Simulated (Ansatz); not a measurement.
# FH7OSi3: up Jacob's ladder to CCSD(T)

One table from this session's results is given with a row withheld; the runs are named, their logs left out.

Program: Ansatz 0.2.0, Gaussian basis. Level of theory: functionals in def2-TZVPP, the program's frozen cores in correlated methods. These are calculated values, not measurements.

Levels to be run: PBE-D4, r2SCAN-D4, PBE0-D4, B3LYP-D4, ωB97X-V, ωB97M-V, B2PLYP; CCSD(T)/def2-TZVPP; MP2/def2-QZVPP; extrapolation to the limit.

## The geometry

The geometry comes from an earlier relaxation with PBE0-D4 in a triple-zeta def2 set; it is a stationary point, not always the lowest conformer.

SMILES `O[SiH2][SiH2][SiH2]F`, 12 atoms, charge 0, spin multiplicity 1.

Atoms are counted from 1 here; the program's logs count them from 0.

Bond lengths: O1–Si2 1.656 Å, O1–H6 0.958 Å, Si2–Si3 2.340 Å, Si2–H7 1.491 Å, Si2–H8 1.492 Å, Si3–Si4 2.341 Å, Si3–H9 1.489 Å, Si3–H10 1.490 Å, Si4–F5 1.608 Å, Si4–H11 1.484 Å, Si4–H12 1.486 Å. Angles: Si2–O1–H6 118.0°, O1–Si2–Si3 104.5°, O1–Si2–H7 111.3°, O1–Si2–H8 111.1°, Si3–Si2–H7 112.9°, Si3–Si2–H8 110.2°, H7–Si2–H8 107.0°, Si2–Si3–Si4 106.2°, Si2–Si3–H9 111.1°, Si2–Si3–H10 109.6°, Si4–Si3–H9 110.4°, Si4–Si3–H10 110.6°, H9–Si3–H10 108.8°, Si3–Si4–F5 110.7°, Si3–Si4–H11 111.1°, Si3–Si4–H12 110.5°, F5–Si4–H11 107.6°, F5–Si4–H12 107.4° and more.

Coordinates:

```xyz
12

O     0.4739   -0.2137    2.0642
Si   -0.5360    0.9035    1.3758
Si    0.0003    0.8512   -0.9008
Si    0.4231   -1.3918   -1.4207
F     0.5840   -1.5872   -3.0087
H     0.4256   -0.3405    3.0129
H    -0.3475    2.2520    1.9844
H    -1.9665    0.5298    1.5757
H     1.1982    1.6866   -1.1898
H    -1.1482    1.3660   -1.6976
H     1.6777   -1.8610   -0.7815
H    -0.7076   -2.2501   -0.9798
```

The first run:

The input, in.yaml:

```yaml
crystal:
  periodic: [false, false, false]
  atoms:
    - {symbol: O, position_ang: [0.473868, -0.213669, 2.064226]}
    - {symbol: Si, position_ang: [-0.536021, 0.903531, 1.375837]}
    - {symbol: Si, position_ang: [0.000273, 0.851195, -0.900839]}
    - {symbol: Si, position_ang: [0.423090, -1.391834, -1.420729]}
    - {symbol: F, position_ang: [0.583985, -1.587227, -3.008745]}
    - {symbol: H, position_ang: [0.425648, -0.340516, 3.012904]}
    - {symbol: H, position_ang: [-0.347515, 2.252019, 1.984387]}
    - {symbol: H, position_ang: [-1.966451, 0.529811, 1.575664]}
    - {symbol: H, position_ang: [1.198187, 1.686596, -1.189814]}
    - {symbol: H, position_ang: [-1.148153, 1.365995, -1.697625]}
    - {symbol: H, position_ang: [1.677738, -1.861025, -0.781510]}
    - {symbol: H, position_ang: [-0.707550, -2.250075, -0.979757]}
basis:
  gaussian: {orbitals: def2-TZVPP}
hamiltonian: {xc: pbe, dispersion: d4}
output: {forces: true, orbitals: {seedname: orbitals}}
```

On the command line:

```console
> ansatz run in.yaml --threads 4 --pin off --events-out ev --progress --plain --max-ram 10444MiB
```

Steps of the session up to this table: PBE-D4 (GGA); r2SCAN-D4 (meta-GGA); PBE0-D4 (hybrid); B3LYP-D4 (hybrid); ωB97X-V (range-separated); ωB97M-V (range-separated); B2PLYP (double hybrid); CCSD(T) in def2-TZVPP; MP2 in def2-QZVPP.

One of the session's tables, all rows but one given; the rest of the session is left out.

```
            method  atomisation energy (kcal/mol)
            PBE-D4                          933.7
         r2SCAN-D4                          937.9
           PBE0-D4                          923.9
          B3LYP-D4                          934.7
           ωB97X-V                          945.8
           ωB97M-V                          937.7
            B2PLYP                          924.1
     HF/def2-TZVPP                              ?
    MP2/def2-TZVPP                          921.2
   CCSD/def2-TZVPP                          904.6
CCSD(T)/def2-TZVPP                          914.9
           MP2/CBS                          949.0
       CCSD(T)/CBS                          942.8
```

Q: Estimate the row for HF/def2-TZVPP from the others.

**Answer.** atomisation energy (kcal/mol): 699.9. In the column «atomisation energy (kcal/mol)» it is the lowest.

Limits of these values: Free atoms (1 O, 3 Si, 1 F, 7 H) were run apart at each level; the atomisation energy is their sum less the molecule, without zero-point or spin-orbit terms.
